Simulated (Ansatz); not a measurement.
# GdZn: how the settings move a single-point run

How sensitive is a single-point run of GdZn to its settings? A reference run comes first, then one run with altered input.

Computed with Ansatz 0.2.0 (reference: DFT, LDA, PAW with Ansatz's default frozen-core files, scalar-relativistic, unless a step's input says otherwise).

## 1. Starting point

It takes space group Pm-3m (No. 221, cubic). Conventional cell: a = 3.618 Å, b = 3.618 Å, c = 3.618 Å, α = 90.00°, β = 90.00°, γ = 90.00°. Around Gd (site symmetry m-3m) lie 8 Zn at 3.13 Å. Around Zn (site symmetry m-3m) lie 8 Gd at 3.13 Å.

Structure file:

```cif
data_structure
_symmetry_space_group_name_H-M 'P 1'
_symmetry_Int_Tables_number 1
_cell_length_a 5.1166
_cell_length_b 5.1166
_cell_length_c 5.1166
_cell_angle_alpha 90.000
_cell_angle_beta 60.000
_cell_angle_gamma 60.000
_cell_volume 94.72
loop_
_atom_site_label
_atom_site_type_symbol
_atom_site_fract_x
_atom_site_fract_y
_atom_site_fract_z
_atom_site_occupancy
Gd1 Gd 0.00000 0.00000 0.00000 1
Gd2 Gd 0.00000 0.50000 0.50000 1
Zn1 Zn 0.50000 0.25000 0.75000 1
Zn2 Zn 0.50000 0.75000 0.25000 1
```

## 2. The reference run

input.yaml reads:

```yaml
crystal:
  lattice:
    - [3.618, 3.618, 0.0]
    - [3.618, 0.0, 3.618]
    - [3.618, 0.0, -3.618]
  atoms:
    - { symbol: Gd, position: [0.0, 0.0, 0.0], spin: 7.0 }
    - { symbol: Gd, position: [0.0, 0.5, 0.5], spin: 7.0 }
    - { symbol: Zn, position: [0.5, 0.25, 0.75] }
    - { symbol: Zn, position: [0.5, 0.75, 0.25] }
magnetization:
  spin_polarized: true
kpoints:
  mp_grid: { grid: [10, 10, 10] }
scf:
  occupations: { method: fermi_dirac, width: 0.05 }
hamiltonian:
  xc: lda
  pseudopotentials: { kind: paw }
output:
  forces: true
  stress: true
  eigenvalues: true
  populations: true
```

Started as:

```console
> ansatz run input.yaml --threads 2 --pin off --max-ram 6144MiB --backend cpu --events-out ev --progress --plain --runs-dir out
```

Excerpt of the output:

```text
[...]
Basis set: ecut = 420 eV, 1837 PW (Γ)
[...]
Magnetic group: BNS 221.92 (UNI 1594), of the structure as read, at distance tolerance 4.6e-5 Å
k-points: 47 of 1000
[...]
SCF iter   1: F=—  HF=-24747.595382 eV  |F-HF|=—  |Δ(HF+E_count)|=         —  Δρ=2.99e-2 (↑2.32e-2 ↓2.99e-2)  dr2=1.69e0  dr2_m=1.50e-1  M=14.175 μB ∫|m|=14.192 μB  β_m=0.30  ethr=2.81e-3  ⟨swp⟩=1.0  Hψ=20820  notcnv=0
[...]
preconditioner: auto → Kerker (q_TF=auto, 2.528 Å⁻¹)  [metal: Δε(μ)=0.005 eV  Ē_g=9.634 eV  σ=0.050 eV  W_gap=0.03  n_scr=26 (ndim 8)  ℏωp=28.6 eV  f_vac=0.000  D(μ)=6.67/eV (n_scr^D=64)]
[...]
SCF iter   2: F=—  HF=-24747.305335 eV  |F-HF|=—  |Δ(HF+E_count)|=   2.90e-1  Δρ=1.90e-2 (↑9.71e-3 ↓1.90e-2)  dr2=4.48e-1  dr2_m=1.02e-1  M=14.220 μB ∫|m|=14.239 μB  β_m=0.43  ethr=2.81e-3  ⟨swp⟩=2.0  Hψ=7674  notcnv=0
[...]
SCF iter  10: F=—  HF=-24747.394676 eV  |F-HF|=—  |Δ(HF+E_count)|=   2.80e-7  Δρ=6.21e-6 (↑2.51e-6 ↓6.21e-6)  dr2=3.04e-8  dr2_m=7.46e-9  M=14.725 μB ∫|m|=14.736 μB  β_m=0.99  ethr=1.06e-9  ⟨swp⟩=2.1  Hψ=6775  notcnv=0  defer=135
SCF iter  11: F=-24747.394676 eV  HF=-24747.394676 eV  |F-HF|=3.74e-8  |Δ(HF+E_count)|=   5.50e-8  Δρ=5.56e-6 (↑1.87e-6 ↓5.56e-6)  dr2=3.26e-8  dr2_m=6.65e-9  M=14.725 μB ∫|m|=14.736 μB  ethr=5.06e-11  ⟨swp⟩=9.3  Hψ=18255  notcnv=0
[...]
SCF converged after 11 iterations
Magnetization: 14.7252 μB (37.3626 up, 22.6374 down)
[...]
Free energy (F): -24747.394676 eV
[...]
E sigma→0 (E₀):  -24747.374900 eV
[...]
Fermi energy:    11.603868 eV
[...]
  P = ⅓ Tr σ = -5.9678 GPa (-59.678 kbar)
[...]
```

It took 16 s on 2 threads of Intel Xeon 6975P-C (Granite Rapids), shared host; peak memory 0.69 GiB.

## 3. Variant: mp_grid.grid [15, 15, 15], hubbard.sites [{species: Gd, l: f, u_eff: 5.0}], hubbard.double_counting fll

input.yaml: that of step 2 with these lines changed.

```diff
@@ -13,3 +13,3 @@
 kpoints:
-  mp_grid: { grid: [10, 10, 10] }
+  mp_grid: { grid: [15, 15, 15] }
 scf:
@@ -19,2 +19,3 @@
   pseudopotentials: { kind: paw }
+  hubbard: { sites: [{ species: Gd, l: f, u_eff: 5.0 }], double_counting: fll }
 output:
```

Started as:

```console
> ansatz run input.yaml --threads 2 --pin off --max-ram 6144MiB --backend cpu --events-out ev --progress --plain --runs-dir out
```

Standard output (excerpt; [...] marks lines left out):

```text
Gd: projections on atomic orbitals take those of the free atom [Kr 4d10] 4f7 5s2 5p6 5d1 6s2, of charge +0.00 (hamiltonian.pseudopotentials.projection_atoms); the dataset's partial waves leave at most 2.5e-4 of an orbital's norm unspanned inside its sphere
Zn: projections on atomic orbitals take those of the free atom [Ar] 3d10 4s2, of charge +0.00 (hamiltonian.pseudopotentials.projection_atoms); the dataset's partial waves leave at most 6.8e-7 of an orbital's norm unspanned inside its sphere
[...]
Pseudopotentials: kind: paw
Pseudopotential: Gd, paw, valence charge 18, recommended cutoff 420 eV (normal)
Pseudopotential: Zn, paw, valence charge 12, recommended cutoff 420 eV (normal)
Functional definition: SPW92
[...]
Crystal: 4 atoms, lattice volume = 94.719 Å³
Basis set: ecut = 420 eV, 1837 PW (Γ)
Bands: 45, of which v1, the nominal top of the filled ones, is band 30 counted from 1 (29 counted from 0)
Symmetry: 96 space group operations
Space group: Pm-3m (ITA 221), of the structure as read, at distance tolerance 4.6e-5 Å
Magnetic group: BNS 221.92 (UNI 1594), of the structure as read, at distance tolerance 4.6e-5 Å
k-points: 120 of 3375
[...]
Starting moments: Σ|m| = 14 μB on 2 of 4 sites
[...]
SCF converged after 11 iterations
Magnetization: 15.3082 μB (37.6541 up, 22.3459 down)
Absolute magnetization: 15.3145 μB (∫|ρ↑−ρ↓|, with the PAW one-centre terms)
Spin contamination: 0.0213 ħ² per cell (⟨S²⟩ above its minimum at these occupations)
Per-site moments (μB) at R_I (Å): [(7.271010696252908, 1.2924779632429906), (7.271010696252906, 1.2924779632429906), (0.054340842881804845, 1.2924779632429906), (0.054340842881805296, 1.2924779632429906)]
Free energy (F): -24747.089062 eV
[...]
E sigma→0 (E₀):  -24747.076281 eV
Entropy (-TS):   -0.025562 eV (-6.391 meV/atom)
Fermi energy:    11.648824 eV
[...]
--- Forces (eV/Å), atoms counted from 1 ---
  atom   1  Gd     0.00000000     0.00000000    -0.00000000
  atom   2  Gd     0.00000000     0.00000000    -0.00000000
  atom   3  Zn     0.00000000     0.00000000     0.00000000
  atom   4  Zn     0.00000000     0.00000000     0.00000000
[...]
--- Stress (GPa, compression-positive) ---
       -6.004163      -0.000000       0.000000
       -0.000000      -6.004163       0.000000
        0.000000      -0.000000      -6.004163
  P = ⅓ Tr σ = -6.0042 GPa (-60.042 kbar)
--- Band table (eV; the first three rows and the last of 240) ---
[...]
Occupation matrices written to <dir>
--- Löwdin populations: 4 sites ---
  site symbol       q [e]    m [muB]
     0     Gd     18.6194     7.6093
     1     Gd     18.6194     7.6093
     2     Zn     11.0425    -0.0198
     3     Zn     11.0425    -0.0198
  spilling = 0.011270 (of n_electrons = 60.000000)
```

Wall time 28 s (2 threads of Intel Xeon 6975P-C (Granite Rapids), shared host); peak memory 1.3 GiB.

Changing the k-point mesh and Hubbard U moves the energy by +76.4 meV/atom, and the absolute moment goes from 14.74 to 15.31 μB. The U term adds an energy of its own, so the shift says nothing about which run is better. Cost: 28 s against 16 s.

## 4. Side by side

```csv
run,ending,energy change,pressure (GPa),abs. moment (μB),force (eV/Å),cycles,time
reference,converged,0,-6.0,14.74,0.00,11,16 s
"1: mp_grid.grid [15, 15, 15], hubbard.sites [{species: Gd, l: f, u_eff: 5.0}], hubbard.double_counting fll",converged,+76.4 meV/atom (U changed: no physical gain or loss),-6.0,15.31,0.00,11,28 s
```

Residual by cycle in the longest SCF loop of each run; runs are numbered as in the table. The quantity is the density residual dr2, in eV.

```csv
cycle,reference,run 1
1,1.69,2.18
2,0.448,0.827
3,0.222,0.467
4,0.0339,0.0244
5,0.00421,0.00569
6,4.5e-4,0.00133
7,1.4e-4,9.3e-5
8,1.4e-5,1.5e-5
9,6.4e-7,1.4e-6
10,3.0e-8,2.1e-8
11,3.3e-8,2.1e-10
```

Changing the k-point mesh and Hubbard U moves the energy by +76.4 meV/atom, and the absolute moment goes from 14.74 to 15.31 μB. The U term adds an energy of its own, so the shift says nothing about which run is better. Cost: 28 s against 16 s. A changed U is a change of model: its shifts are not errors of convergence.
